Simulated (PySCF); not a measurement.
# InP: bond curves at several levels of theory

An exercise on one series of results from a longer session: the logs are not shown, and one member is left open.

Method: In def2-SVPD with ECP28, P def2-SVPD, scalar-relativistic core potentials; program: PySCF 2.14.0.

Set-up of the first run:

Settings of the job:

```
atoms                         : In, P
charge                        : 0
basis                         : In def2-SVPD with ECP28, P def2-SVPD
Hamiltonian                   : scalar-relativistic core potentials
basis functions               : 56
electrons treated             : 36
masses in u                   : 114.9039, 30.9738
levels                        : PBE0, PBE, r²SCAN, revPBE, M06-L, B97-3, HF, MP2, SCS-MP2, CCSD, CCSD(T)
grid                          : 80 radial by 434 angular points
occupations                   : held fixed by the projection of orbital angular momentum
dissociation limit            : In + P, each in its ground configuration
starting distance in angstrom : 2.455
values of 2S to try           : 0, 2, 4
```

The run is started by

```console
OMP_NUM_THREADS=1 python dia.py task.json out
```

Among the steps run: Set-up; First curve: PBE0; Excited determinants; PBE; r²SCAN; revPBE; M06-L (meta-GGA); B97-3 (global hybrid GGA); UHF; Adding correlation.

One table of the session follows, with a row left open; its other results are not shown here.

```
      level  Re (Å)  ωe (cm⁻¹)  De (eV)
        UHF   2.684      257.1     0.84
    UHF-MP2   2.675      257.4     1.49
UHF-SCS-MP2   2.687      253.1     1.47
   UHF-CCSD   2.689      250.7     1.45
UHF-CCSD(T)   2.694      248.0     1.53
        PBE   2.693      247.8     2.14
     revPBE       ?          ?        ?
     r²SCAN   2.668      255.7     1.96
      M06-L   2.692      248.6     2.14
       PBE0   2.666      258.1     1.99
      B97-3   2.697      249.9     2.06
```

Estimate the missing values for revPBE.

**Answer.** Re (Å): 2.712; ωe (cm⁻¹): 242.1; De (eV): 1.99. In the column «Re (Å)» it is the highest.
